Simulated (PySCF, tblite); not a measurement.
**C5H12B2OSi: geometry, infrared bands and NMR shifts**

What infrared bands and NMR shifts should C5H12B2OSi (`BOB(C#C[SiH3])CCC`) show?

Computed with tblite 0.8.0 and PySCF 2.14.0, with density-fitted response routines of our own, on a single molecule in the gas phase. Atoms are numbered from 0 throughout.

## 1. The molecule as given

21 atoms, charge 0, multiplicity 1; geometry from: force field or distance geometry start.

Bonds of the start (Å): B0–O1 1.48, O1–B2 1.49, B2–C3 1.54, C3–C4 1.22, C4–Si5 1.82, B2–C6 1.60, C6–C7 1.49, C7–C8 1.51, B0–H9 1.19, B0–H10 1.18, Si5–H11 1.44, Si5–H12 1.50, Si5–H13 1.49, C6–H14 1.11, C6–H15 1.12, C7–H16 1.12, C7–H17 1.12, C8–H18 1.11, C8–H19 1.11, C8–H20 1.11.

## 2. Geometry optimisation with GFN2-xTB

What the job is given:

```
{"job": {"kind": "relax", "xc": "GFN2-xTB", "basis": "xTB"}, "charge": 0, "multiplicity": 1}
B      0.459200     2.678500    -0.093600
O     -0.509900     1.737900    -0.693000
B     -0.198000     0.381900    -0.163900
C      1.235200    -0.177700    -0.265000
C      2.358900    -0.638600    -0.303500
Si     4.037400    -1.325900    -0.372700
C     -1.091900    -0.049800     1.091100
C     -2.167100    -0.958200     0.598300
C     -2.998300    -0.206300    -0.409800
H      0.084900     3.747600     0.262500
H      1.388700     2.217100     0.471600
H      4.166200    -2.272100    -1.455400
H      4.244300    -1.955700     0.972500
H      5.062000    -0.240900    -0.433000
H     -1.552400     0.856300     1.533000
H     -0.481900    -0.545900     1.883500
H     -2.790200    -1.391200     1.416000
H     -1.677300    -1.809100     0.063500
H     -2.953200     0.870500    -0.156300
H     -2.588200    -0.294900    -1.440200
H     -4.037200    -0.606500    -0.351300
```

Command:

```
$ OMP_NUM_THREADS=1 python probes_run.py task.json out
```

The driver reads the jobs from task.json and runs them one after another.

**Question.** This job is followed by: GFN2-xTB harmonic vibrations, gas phase; GIAO PBE0/pcSseg-1 NMR shielding, non-relativistic, gas phase. Predict these results of the whole session: strongest single infrared mode (GFN2-xTB); zero-point energy (GFN2-xTB); 13C shifts against TMS (PBE0/pcSseg-1); 1H shifts against TMS (PBE0/pcSseg-1, means over atoms taken as alike); 11B shifts against BF3·OEt2 (PBE0/pcSseg-1); 17O shifts against H2O (PBE0/pcSseg-1); 29Si shifts against TMS (PBE0/pcSseg-1); surface potential, 1st and 99th percentile.

The runs gave:

```
                                                              quantity                               value
                             strongest single infrared mode (GFN2-xTB)               2239 cm⁻¹, 430 km/mol
                                          zero-point energy (GFN2-xTB)                       97.7 kcal/mol
                                13C shifts against TMS (PBE0/pcSseg-1)  122.1, 113.5, 32.2, 23.7, 19.6 ppm
1H shifts against TMS (PBE0/pcSseg-1, means over atoms taken as alike)    5.44, 4.30, 1.90, 1.11, 0.98 ppm
                           11B shifts against BF3·OEt2 (PBE0/pcSseg-1)                      39.8, 34.2 ppm
                                17O shifts against H2O (PBE0/pcSseg-1)                           320.4 ppm
                               29Si shifts against TMS (PBE0/pcSseg-1)                           -99.3 ppm
                                 surface potential, 1st and 99th percentile                  -0.66 V and 1.17 V
```

What this shows: Relaxing lowered the energy by 2.024 eV in 215 steps; the close pair that moved most is B0–O1, from 1.478 to 1.295 Å. The lowest mode is slightly imaginary (6i cm⁻¹), a soft motion within the noise of the Hessian, so the minimum is not strictly shown. Unscaled tight-binding wavenumbers are off by several per cent, some by more. Its intensities can rank the bands wrongly. At PBE0/pcSseg-1: The widest tensor belongs to C3: span 311 ppm, with a paramagnetic part of -197 ppm. At PBE0/pcSseg-1, counted by nearest atom on the grid, the HOMO lies on C3, C4 about 36 % each; C6 7 %, the LUMO on B2 29 %; C4 25 %.
